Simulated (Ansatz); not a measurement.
# Sn16CO2: the cost of one run

Program: Ansatz 0.2.0. Level of theory: DFT PBE+D3(BJ), scalar-relativistic, plane waves, PAW. These are calculated values, not measurements.

2 further runs of the same task are left out: 2 set aside as unsound or not needed.

## Step 1: The system as given

The structure is trigonal, space group P3m1 (No. 156). The conventional cell has a = 4.648 Å, b = 4.648 Å, c = 20.744 Å, α = 90.00°, β = 90.00°, γ = 120.00°. Around Sn (site symmetry 3m) lie 3 Sn at 2.85 Å. Sn (site symmetry 3m) has 4 Sn at 2.85 to 2.95 Å in its first shell of neighbours. Sn (site symmetry 3m) has 4 Sn at 2.84 to 2.95 Å in its first shell of neighbours. Around Sn (site symmetry 3m) lie 3 Sn at 2.84 Å.

As a file:

```
CELL_PARAMETERS angstrom
9.29642 0.00000 0.00000
-4.64821 8.05093 0.00000
0.00000 0.00000 20.74406
ATOMIC_POSITIONS crystal
Sn 0.66667 0.33333 0.38565
Sn 0.66667 0.83333 0.38565
Sn 0.16667 0.33333 0.38565
Sn 0.16667 0.83333 0.38565
Sn 0.50000 0.50000 0.43139
Sn 0.50000 0.00000 0.43139
Sn 0.00000 0.50000 0.43139
Sn 0.00000 0.00000 0.43139
Sn 0.00000 0.50000 0.57359
Sn 0.00000 0.00000 0.57359
Sn 0.50000 0.50000 0.57359
Sn 0.50000 0.00000 0.57359
Sn 0.83333 0.66667 0.61883
Sn 0.83333 0.16667 0.61883
Sn 0.33333 0.66667 0.61883
Sn 0.33333 0.16667 0.61883
```

Planes are indexed in the bulk's conventional cell (Fd-3m (No. 227)), a = 6.574 Å, b = 6.574 Å, c = 6.574 Å, α = 90.00°, β = 90.00°, γ = 90.00°.

It is a (111) slab, 4.7 Å thick as cut, with 16 Å of vacuum, in a 2×2 surface cell; its outer planes are Sn (top) and Sn (bottom). An earlier relaxation, lower half held, gave -96385.7232 eV, work function 4.27 eV.

## Step 2: CO2, upright, over a bridge (Sn-Sn) site

Input file input.yaml:

```yaml
crystal:
  lattice:
    - [9.2964173513, 0.0, 0.0]
    - [-4.6482086756, 8.0509335904, 0.0]
    - [0.0, 0.0, 25.2190581139]
  atoms:
    - { symbol: Sn, position: [0.6666666667, 0.3333333333, 0.3172204118] }
    - { symbol: Sn, position: [0.6666666667, 0.8333333333, 0.3172204118] }
    - { symbol: Sn, position: [0.1666666667, 0.3333333333, 0.3172204118] }
    - { symbol: Sn, position: [0.1666666667, 0.8333333333, 0.3172204118] }
    - { symbol: Sn, position: [0.5, 0.5, 0.3548432135] }
    - { symbol: Sn, position: [0.5, 0.0, 0.3548432135] }
    - { symbol: Sn, position: [0.0, 0.5, 0.3548432135] }
    - { symbol: Sn, position: [0.0, 0.0, 0.3548432135] }
    - { symbol: Sn, position: [0.0, 0.5, 0.4718119999] }
    - { symbol: Sn, position: [0.0, 0.0, 0.4718119999] }
    - { symbol: Sn, position: [0.5, 0.5, 0.4718119999] }
    - { symbol: Sn, position: [0.5, 0.0, 0.4718119999] }
    - { symbol: Sn, position: [0.8333333333, 0.6666666667, 0.5090223259] }
    - { symbol: Sn, position: [0.8333333333, 0.1666666667, 0.5090223259] }
    - { symbol: Sn, position: [0.3333333333, 0.6666666667, 0.5090223259] }
    - { symbol: Sn, position: [0.3333333333, 0.1666666667, 0.5090223259] }
    - { symbol: O, position: [0.0833333333, 0.1666666667, 0.6563315546] }
    - { symbol: C, position: [0.0833333333, 0.1666666667, 0.6072615222] }
    - { symbol: O, position: [0.0833333333, 0.1666666667, 0.5581914897] }
basis:
  ecutwfc: 420
kpoints:
  mp_grid: { grid: [3, 3, 1] }
hamiltonian:
  xc: pbe
  dispersion: d3bj
scf:
  occupations: { method: gaussian, width: 0.1 }
output:
  forces: true
  eigenvalues: true
relax:
  adjacent_minimum: "off"
  f_tol: 0.04
  max_steps: 100
  constraints: [{ sites: [0, 1, 2, 3, 4, 5, 6, 7] }]
efield:
  axis: 3
  dipole_correction: true
  ramp_width: 0.04
```

Started as:

```sh
> ansatz run input.yaml --threads 4 --pin off --max-ram 10240MiB --backend cpu --events-out ev --progress --plain --runs-dir out
```

Q: Estimate wall time and peak memory on 4 threads of Intel Xeon 6975P-C (Granite Rapids), shared host.

About 10 min, with a peak of 4.5 GiB.
